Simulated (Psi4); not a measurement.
# BCl2F (SMILES FB(Cl)Cl) at BLYP/6-311+G(d,p)

Aim: the vertical ionisation energy of BCl2F at BLYP/6-311+G**, from 2 runs. 

The results are computed with Psi4 1.11.

1 further run of the same task is left out (set aside as unsound or not needed).

## (1) The structure to begin with

BCl2F: 4 atoms, total charge 0, spin state singlet. SMILES: `FB(Cl)Cl`. The coordinates come from a PBE0-D4/def2-TZVP relaxation.

Bond lengths: F1–B2 1.310 Å, B2–Cl3 1.739 Å, B2–Cl4 1.739 Å. Angles: F1–B2–Cl3 119.3°, F1–B2–Cl4 119.3°, Cl3–B2–Cl4 121.5°.

## (2) Energy and forces at BLYP/6-311+G(d,p)

bcl2f.py reads:

```python
import psi4

psi4.set_memory('1600 MB')
psi4.set_num_threads(1)
psi4.set_output_file('run.log', False)

m = psi4.geometry("""
0 1
F
B 1 1.31022
Cl 2 1.73877 1 119.25945
Cl 2 1.738768 1 119.25911 3 179.99951
symmetry c1
""")

psi4.set_options({
    'puream': True,
    'e_convergence': 1e-09,
    'd_convergence': 1e-08,
    'scf_type': 'pk',
    'dft_radial_points': 99,
    'dft_spherical_points': 590,
})

E, wfn = psi4.gradient('blyp/6-311+G**', return_wfn=True)
psi4.oeprop(wfn, 'QUADRUPOLE', 'WIBERG_LOWDIN_INDICES', 'DIPOLE')
print('gradient / Eh bohr^-1')
print(E.np.round(6))
print(f'energy = {wfn.energy():.10f} Eh')
```

Launch:

```sh
$ python bcl2f.py
```

run.log:

```text
[...]
  Running in c1 symmetry.
[...]
  Nuclear repulsion =  181.669089852411787
[...]
  Multiplicity = 1
[...]
  Nalpha       = 24
  Nbeta        = 24
[...]
    Number of basis functions: 104
[...]
   @RKS iter   1: -1045.13619875519862   -3.71782e-02   5.75233e-03 DIIS/ADIIS
[...]
   @RKS iter  11: -1045.27285405313114    0.00000e+00   1.22052e-09 DIIS
[...]
    Orbital Energies [Eh]
    ---------------------
    Doubly Occupied:
       1A   -100.776599     2A   -100.776598     3A    -24.325026
       4A     -9.207078     5A     -9.207050     6A     -7.038785
       7A     -7.038784     8A     -7.032838     9A     -7.032838
      10A     -7.030561    11A     -7.030561    12A     -6.682186
      13A     -1.152283    14A     -0.803831    15A     -0.775933
      16A     -0.527010    17A     -0.455821    18A     -0.449010
      19A     -0.443088    20A     -0.360764    21A     -0.337176
      22A     -0.322394    23A     -0.308766    24A     -0.289539
[...]
  @RKS Final Energy: -1045.27285405313114
   => Energetics <=
    Nuclear Repulsion Energy =            181.6690898524117870
    One-Electron Energy =               -1804.4373246827490220
    Two-Electron Energy =                 648.5271220009738045
    DFT Exchange-Correlation Energy =     -71.0317412237676820
    Empirical Dispersion Energy =           0.0000000000000000
    VV10 Nonlocal Energy =                  0.0000000000000000
    Total Energy =                      -1045.2728540531311410
[...]
  -Total Gradient:
     Atom            X                  Y                   Z
    ------   -----------------  -----------------  -----------------
       1        0.000000285014     0.000000526539     0.020817707750
       2       -0.000000630423     0.000000347543    -0.008508674103
       3        0.000000225360     0.012204188618    -0.006150927746
       4        0.000000120982    -0.012205062553    -0.006151778025
[...]
 Multipole Moments:
 ------------------------------------------------------------------------------------
     Multipole            Electronic (a.u.)      Nuclear  (a.u.)        Total (a.u.)
 ------------------------------------------------------------------------------------
 L = 1.  Multiply by 2.5417464519 to convert [e a0] to [Debye]
 Dipole X            :         -0.0000076            0.0000050           -0.0000026
 Dipole Y            :         -0.0000012            0.0000013            0.0000001
 Dipole Z            :         -0.8671009            0.9685145            0.1014137
 Magnitude           :                                                    0.1014137
 L = 2.  Multiply by 1.3450342976 to convert [e a0^2] to [Debye ang]
 Quadrupole XX       :        -25.7807273            0.0000000          -25.7807273
 Quadrupole XY       :         -0.0011989            0.0011947           -0.0000042
[...]
```

The script printed:

```text
gradient / Eh bohr^-1
[[ 0.0000e+00  1.0000e-06  2.0818e-02]
 [-1.0000e-06  0.0000e+00 -8.5090e-03]
 [ 0.0000e+00  1.2204e-02 -6.1510e-03]
 [ 0.0000e+00 -1.2205e-02 -6.1520e-03]]
energy = -1045.2728540531 Eh
```

Wall time 12 s (1 thread of Intel Xeon 6975P-C (Granite Rapids), shared host); peak memory 0.6 GiB.

## (3) The doublet cation: the energy at UBLYP/6-311+G(d,p)

input.json reads:

```json
{
  "schema_name": "qcschema_input",
  "schema_version": 1,
  "molecule": {
    "schema_name": "qcschema_molecule",
    "schema_version": 2,
    "symbols": ["F", "B", "Cl", "Cl"],
    "geometry": [0.21612798, -2.20213565, -1.47623515, 0.01494773, -0.15233082, -0.1021208, -2.92820622, 0.70634183, 1.0798273, 2.69713051, 1.64810574, 0.49852865],
    "molecular_charge": 1,
    "molecular_multiplicity": 2,
    "fix_symmetry": "c1"
  },
  "driver": "energy",
  "model": {
    "method": "blyp",
    "basis": "6-311+G**"
  },
  "keywords": {
    "reference": "uks",
    "puream": true,
    "e_convergence": 1e-09,
    "d_convergence": 1e-08,
    "scf_type": "pk",
    "dft_radial_points": 99,
    "dft_spherical_points": 590,
    "maxiter": 100
  }
}
```

Launch:

```sh
$ psi4 --qcschema input.json -n 1 --memory 1600MB
```

stdout:

```text
[...]
  Running in c1 symmetry.
[...]
  Nuclear repulsion =  181.669072837694472
[...]
  Multiplicity = 2
[...]
  Nalpha       = 24
  Nbeta        = 23
[...]
    Number of basis functions: 104
[...]
   @UKS iter   1: -1044.76143982057079    3.37580e-01   4.93394e-03 ADIIS/DIIS
[...]
   @UKS iter  13: -1044.85659727337315   -3.63798e-12   5.55903e-09 DIIS
[...]
   @S^2 Observed:                7.517208293E-01
[...]
    Orbital Energies [Eh]
    ---------------------
    Alpha Occupied:
       1A   -101.076355     2A   -101.076354     3A    -24.560002
       4A     -9.502797     5A     -9.502769     6A     -7.335796
       7A     -7.335796     8A     -7.331639     9A     -7.331639
      10A     -7.324979    11A     -7.324979    12A     -6.931610
      13A     -1.381339    14A     -1.083544    15A     -1.057109
      16A     -0.758997    17A     -0.708386    18A     -0.702927
      19A     -0.669720    20A     -0.610334    21A     -0.605439
      22A     -0.591116    23A     -0.577991    24A     -0.570425
    Alpha Virtual:
      25A     -0.310034    26A     -0.233901    27A     -0.182385
[...]
  @UKS Final Energy: -1044.85659727337315
   => Energetics <=
    Nuclear Repulsion Energy =            181.6690728376944719
    One-Electron Energy =               -1791.4769460698637431
    Two-Electron Energy =                 635.6319010722138501
    DFT Exchange-Correlation Energy =     -70.6806251134177899
    Empirical Dispersion Energy =           0.0000000000000000
    VV10 Nonlocal Energy =                  0.0000000000000000
    Total Energy =                      -1044.8565972733731542
[...]
 Multipole Moments:
 ------------------------------------------------------------------------------------
     Multipole            Electronic (a.u.)      Nuclear  (a.u.)        Total (a.u.)
 ------------------------------------------------------------------------------------
 L = 1.  Multiply by 2.5417464519 to convert [e a0] to [Debye]
 Dipole X            :          0.0304577           -0.0786930           -0.0482353
 Dipole Y            :         -0.3103440            0.8018151            0.4914712
 Dipole Z            :         -0.2080507            0.5375133            0.3294626
 Magnitude           :                                                    0.5936465
[...]
```

The result, in JSON:

```text
{
 "driver": "energy",
 "model": {
  "method": "blyp",
  "basis": "6-311+G**"
 },
 "success": true,
 "return_result": -1044.8565972733732,
 "properties": {
  "calcinfo_nbasis": 104,
  "calcinfo_nmo": 104,
  "calcinfo_nalpha": 24,
  "calcinfo_nbeta": 23,
  "calcinfo_natom": 4,
  "nuclear_repulsion_energy": 181.66907283769447,
  "return_energy": -1044.8565972733732,
  "scf_one_electron_energy": -1791.4769460698637,
  "scf_two_electron_energy": 635.6319010722139,
  "scf_xc_energy": -70.68062511341779,
  "scf_dipole_moment": [-0.0482352660698242, 0.49147115979876066, 0.3294626232511991],
  "scf_total_energy": -1044.8565972733732,
  "scf_iterations": 13
 }
}
```

Run time: 14 s. Hardware: 1 thread of Intel Xeon 6975P-C (Granite Rapids), shared host; peak memory 0.68 GiB.

## (4) Outcome

At BLYP/6-311+G**:

| quantity | value |
| --- | --- |
| singlet BCl2F: total energy | -1045.27285 Eh |
| singlet BCl2F: dipole moment | 0.26 D |
| singlet BCl2F: HOMO energy | -7.88 eV |
| singlet BCl2F: LUMO energy | -1.95 eV |
| singlet BCl2F: HOMO–LUMO gap | 5.93 eV |
| singlet BCl2F: largest force on an atom | 1.070 eV/Å |
| doublet cation: total energy | -1044.85660 Eh |
| doublet cation: HOMO energy (highest over α and β) | -15.31 eV |
| doublet cation: LUMO energy (lowest over α and β) | -14.80 eV |
| doublet cation: ⟨S²⟩ | 0.752 |
| vertical ionisation energy (to the doublet cation) | 11.327 eV |

What this shows: Removing an electron at fixed nuclei costs 11.33 eV (261 kcal/mol). The largest force (singlet BCl2F) is 1.07 eV/Å: the shape isn't a stationary point for this species at this level. −ε(HOMO) before ionisation, 7.88 eV, is 3.45 eV below this ionisation energy.
